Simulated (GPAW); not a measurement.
# TaWC2 (R-3m) in GPAW: single point with TB-mBJ

Aim: the single point of TaWC2 with TB-mBJ.

Everything below comes from runs of GPAW 26.7.0. Logs are shortened: lines on timing, memory, paths and dates and some standing lists are left out, and cuts for length are marked. The log counts tension as positive stress, the text compression.

## (1) Starting point

The structure is trigonal, space group R-3m (No. 166). Conventional cell: a = 3.144 Å, b = 3.144 Å, c = 15.305 Å, α = 90.00°, β = 90.00°, γ = 120.00°. W (site symmetry -3m) has 6 C at 2.21 Å as nearest neighbours. Ta (site symmetry -3m) has 6 C at 2.23 Å as nearest neighbours. C (site symmetry 3m) is surrounded by 3 W at 2.21 Å and 3 Ta at 2.23 Å.

The cell comes from a database or a generator and needn't be the stable form of this composition.

## (2) Single point, TB-mBJ

Input file run.py:

```python
from ase import Atoms
from ase.dft.bandgap import bandgap
from ase.io import write
from ase.parallel import parprint
from gpaw import GPAW, PW

atoms = Atoms(['W', 'Ta', 'C', 'C'],
              cell=[[1.5718551461, 0.9075109917, 5.1016196719],
                    [-1.5718551461, 0.9075109917, 5.1016196719],
                    [0.0, -1.8150219835, 5.1016196719]],
              scaled_positions=[[0.0, 0.0, 0.0],
                                [0.5, 0.5, 0.5],
                                [0.250933, 0.250933, 0.250933],
                                [0.749067, 0.749067, 0.749067]],
              pbc=True)

calc = GPAW(mode=PW(800),
            xc='TB09',
            kpts={'size': (8, 8, 8), 'gamma': True},
            occupations={'name': 'fermi-dirac', 'width': 0.05},
            nbands=33,
            convergence={'density': 1e-05, 'energy': 1e-05},
            eigensolver='cg',
            maxiter=150,
            txt='gpaw.txt')
atoms.calc = calc
energy = atoms.get_potential_energy()
calc.write('gs.gpw')
write('result.traj', atoms)
parprint('Fermi level:', round(calc.get_fermi_level(), 4), 'eV')
parprint(f'Gap: {bandgap(calc)[0]:.4f} eV, direct: {bandgap(calc, direct=True)[0]:.4f} eV')
```

Potentials or basis: GPAW PAW data sets for LDA (gpaw-data 1.2.1), pw.

Command:

```bash
> OMP_NUM_THREADS=1 mpirun -n 4 gpaw python run.py
```

gpaw.txt:

```text
___ ___ ___ _ _ _
 |   |   |_  | | | |
 | | | | | . | | | |
 |__ |  _|___|_____|  26.7.0
 |___|_|

Input parameters:
  convergence: {density: 1e-05,
                energy: 1e-05}
  eigensolver: cg
  kpts: {gamma: True,
         size: (8, 8, 8)}
  maxiter: 150
  mode: {ecut: 800.0,
         name: pw}
  nbands: 33
  occupations: {name: fermi-dirac,
                width: 0.05}
  xc: TB09

System changes: positions, numbers, cell, pbc, initial_charges, initial_magmoms

Initialize ...

species:
  W:
    name:    Tungsten
    Z:       74.0
    valence: 14
    core:    60
    charge:  0.0  # [|e|]
    compensation charges:
      type: gauss
      rc: 0.40  # [Å]
      lmax: 2
    cutoffs:
      filter: 2.36  # [Å]
      core: 3.02  # [Å]
    projectors
    | kind |    occ | energy [eV] | rcut [Å] |
    |------|--------|-------------|----------|
    |   5s |  2.000 |     -79.053 |    1.344 |
    |   6s |  2.000 |      -5.886 |    1.344 |
    |   5p |  6.000 |     -43.417 |    1.355 |
    |   6p |  0.000 |      -1.469 |    1.355 |
    |   5d |  4.000 |      -4.693 |    1.228 |
    |    d |        |      22.518 |    1.228 |

    Using partial waves for W as LCAO basis

  Ta:
    name:    Tantalum
    Z:       73.0
    valence: 13
    core:    60
    charge:  0.0  # [|e|]
    compensation charges:
      type: gauss
      rc: 0.42  # [Å]
      lmax: 2
    cutoffs:
      filter: 2.36  # [Å]
      core: 3.45  # [Å]
    projectors
    | kind |    occ | energy [eV] | rcut [Å] |
    |------|--------|-------------|----------|
    |   5s |  2.000 |     -72.979 |    1.365 |
    |   6s |  2.000 |      -5.599 |    1.365 |
    |   5p |  6.000 |     -39.590 |    1.349 |
    |   6p |  0.000 |      -1.483 |    1.349 |
    |   5d |  3.000 |      -3.794 |    1.307 |
    |    d |        |      23.417 |    1.307 |

    Using partial waves for Ta as LCAO basis

  C:
    name:    Carbon
    Z:       6.0
    valence: 4
    core:    2
    charge:  0.0  # [|e|]
    compensation charges:
      type: gauss
      rc: 0.20  # [Å]
      lmax: 2
    cutoffs:
      filter: 1.14  # [Å]
      core: 1.14  # [Å]
    projectors
    | kind |    occ | energy [eV] | rcut [Å] |
    |------|--------|-------------|----------|
    |   2s |  2.000 |     -13.639 |    0.635 |
    |   2p |  2.000 |      -5.414 |    0.635 |
    |    s |        |      13.573 |    0.635 |
    |    p |        |      21.797 |    0.635 |
    |    d |        |       0.000 |    0.635 |

    Using partial waves for C as LCAO basis

Reference energy: -864476.030871  # eV

Spin-paired calculation

Convergence criteria:
 Maximum [total energy] change in last 3 cyles: 1e-05 eV / valence electron
 Maximum integral of absolute [dens]ity change: 1e-05 electrons / valence electron
 Maximum integral of absolute [eigenst]ate change: 4e-08 eV^2 / valence electron
 Maximum number of scf [iter]ations: 150
 (Square brackets indicate name in SCF output, whereas a 'c' in
 the SCF output indicates the quantity has converged.)

Symmetries present (total): 12

  ( 1  0  0)  ( 1  0  0)  ( 0  1  0)  ( 0  1  0)  ( 0  0  1)  ( 0  0  1)
  ( 0  1  0)  ( 0  0  1)  ( 1  0  0)  ( 0  0  1)  ( 1  0  0)  ( 0  1  0)
  ( 0  0  1)  ( 0  1  0)  ( 0  0  1)  ( 1  0  0)  ( 0  1  0)  ( 1  0  0)

  ( 0  0 -1)  ( 0  0 -1)  ( 0 -1  0)  ( 0 -1  0)  (-1  0  0)  (-1  0  0)
  ( 0 -1  0)  (-1  0  0)  ( 0  0 -1)  (-1  0  0)  ( 0  0 -1)  ( 0 -1  0)
  (-1  0  0)  ( 0 -1  0)  (-1  0  0)  ( 0  0 -1)  ( 0 -1  0)  ( 0  0 -1)

512 k-points: 8 x 8 x 8 Monkhorst-Pack grid + [1/16,1/16,1/16]
65 k-points in the irreducible part of the Brillouin zone
       k-points in crystal coordinates                weights
   0:     0.00000000    0.00000000    0.00000000          1/512
   1:     0.12500000    0.00000000   -0.12500000          6/512
   2:     0.12500000    0.00000000    0.00000000          6/512
   3:     0.12500000    0.12500000   -0.12500000          6/512
   4:     0.12500000    0.12500000    0.00000000          6/512
   5:     0.12500000    0.12500000    0.12500000          2/512
   6:     0.25000000   -0.12500000   -0.12500000          6/512
   7:     0.25000000    0.00000000   -0.25000000          6/512
   8:     0.25000000    0.00000000   -0.12500000         12/512
   9:     0.25000000    0.00000000    0.00000000          6/512
          ...
  64:     0.50000000    0.50000000    0.50000000          1/512

Wave functions: Plane wave expansion
  Cutoff energy: 800.000 eV
  Number of coefficients (min, max): 2223, 2267
  Pulay-stress correction: 0.000000 eV/Ang^3 (de/decut=0.000000)
  Using FFTW library
  ScaLapack parameters: grid=1x1, blocksize=None
  Wavefunction extrapolation:
    Improved wavefunction reuse through dual PAW basis

Occupation numbers: Fermi-Dirac:
  width: 0.0500  # eV

Eigensolver
   CG(niter=4, rtol=3.0e-01)

Densities:
  Coarse grid: 36*36*36 grid
  Fine grid: 72*72*72 grid
  Total Charge: 0.000000

Density mixing:
  Method: separate
  Backend: msr1
  Linear mixing parameter: 0.05
  old densities: 10
  Width of damping distribution: 1.1
  Damping of long wavelength oscillations: 20

Hamiltonian:
  XC and Coulomb potentials evaluated on a 72*72*72 grid
  Using the TB09 Exchange-Correlation functional
  External potential:
    NoExternalPotential

XC parameters: TB09 with 2 nearest neighbor stencil

Parallelization over k-points: 4

Number of atoms: 4
Number of atomic orbitals: 34
Number of bands in calculation: 33
Number of valence electrons: 35
Bands to converge: occupied

... initialized

Initializing position-dependent things.

Density initialized from atomic densities
Creating initial wave functions:
  33 bands from LCAO basis set

       C

       Ta

       C

       W

Atomic positions and initial magnetic moments

Positions:
   0 W      0.000000    0.000000    0.000000    ( 0.0000,  0.0000,  0.0000)
   1 Ta     0.000000   -0.000000    7.652430    ( 0.0000,  0.0000,  0.0000)
   2 C     -0.000000   -0.000000    3.840494    ( 0.0000,  0.0000,  0.0000)
   3 C      0.000000   -0.000000   11.464365    ( 0.0000,  0.0000,  0.0000)

Unit cell:
           periodic     x           y           z      points  spacing
  1. axis:    yes    1.571855    0.907511    5.101620    36     0.0745
  2. axis:    yes   -1.571855    0.907511    5.101620    36     0.0745
  3. axis:    yes    0.000000   -1.815022    5.101620    36     0.0745

  Lengths:   5.414871   5.414871   5.414871
  Angles:   33.750023  33.750023  33.750023

Effective grid spacing dv^(1/3) = 0.0978

iter:   1 17080.769146
iter:   2 17087.322895   +1.39  -1.02
iter:   3 17085.244136   +0.23  -1.24
iter:   4 17086.626127   -0.48  -1.11
iter:   5 17086.981881   -0.35  -1.30
iter:   6 17088.644617   -0.49  -1.43
iter:   7 17089.875572   -0.78  -1.80
iter:   8 17090.308491   -1.18  -2.07
iter:   9 17092.688459   -1.57  -1.91
iter:  10 17091.844128   -1.58  -2.17
[... 41 further cycles ...]
iter:  52 17092.831368   -6.77  -3.87
iter:  53 17092.831064   -6.93  -3.78
iter:  54 17092.829604   -6.36  -3.89
iter:  55 17092.828544   -6.87  -3.93
iter:  56 17092.828799   -6.43  -4.16
iter:  57 17092.829486   -6.95  -4.21
iter:  58 17092.829148   -6.40  -4.86
iter:  59 17092.829346c  -7.17  -4.78
iter:  60 17092.829180c  -7.25  -5.38c
iter:  61 17092.829264c  -7.45c -5.30c

Converged after 61 iterations.

Dipole moment: (-0.000000, -0.000000, 0.000000) |e|*Ang

Energy contributions relative to reference atoms: (reference = -864476.030871)

Kinetic:         -4.206856
Potential:       +0.721651
External:        +0.000000
XC:            +17097.075476
Entropy (-ST):   -0.012166
Local:           -0.754924
SIC:             +0.000000
--------------------------
Free energy:   +17092.823181
Extrapolated:  +17092.829264

Showing only first 2 kpts
 Kpt  Band  Eigenvalues  Occupancy
  0    15     12.92321    2.00000
  0    16     13.88433    2.00000
  0    17     13.88435    2.00000
  0    18     13.94819    2.00000

  1    15     10.85523    2.00000
  1    16     13.48252    2.00000
  1    17     14.83430    1.62032
  1    18     15.46628    0.00003

Fermi level: 14.90685

No gap
No difference between direct/indirect transitions
Writing to gs.gpw (mode='')
```

It took 5.2 min on 4 MPI ranks of Arm Neoverse V1, shared host; peak memory 0.46 GiB.

What came out:

- Band gap on the k mesh: none (metal or under the smearing width)

Levels at points of the mesh, in eV from the Fermi level:
| k point | band 14 | band 15 | band 16 | band 17 | band 18 | band 19 | band 20 | band 21 | band 22 | band 23 |
| --- | --- | --- | --- | --- | --- | --- | --- | --- | --- | --- |
| (0.00, 0.00, 0.00) | -2.12 | -2.12 | -1.98 | -1.02 | -1.02 | -0.96 | -0.42 | -0.42 | 1.98 | 1.98 |
| (0.50, 0.00, 0.00) | -5.64 | -5.10 | -4.72 | -1.34 | -0.67 | 1.48 | 2.20 | 3.16 | 3.69 | 4.94 |
| (0.50, 0.50, 0.00) | -5.33 | -5.00 | -2.44 | -2.38 | 1.16 | 1.64 | 1.69 | 2.61 | 3.51 | 3.69 |
| (0.50, 0.50, 0.50) | -5.23 | -4.62 | -4.62 | -0.96 | -0.96 | 0.22 | 0.27 | 0.27 | 0.82 | 4.81 |

Caveat: a model potential gives levels but no total energy.
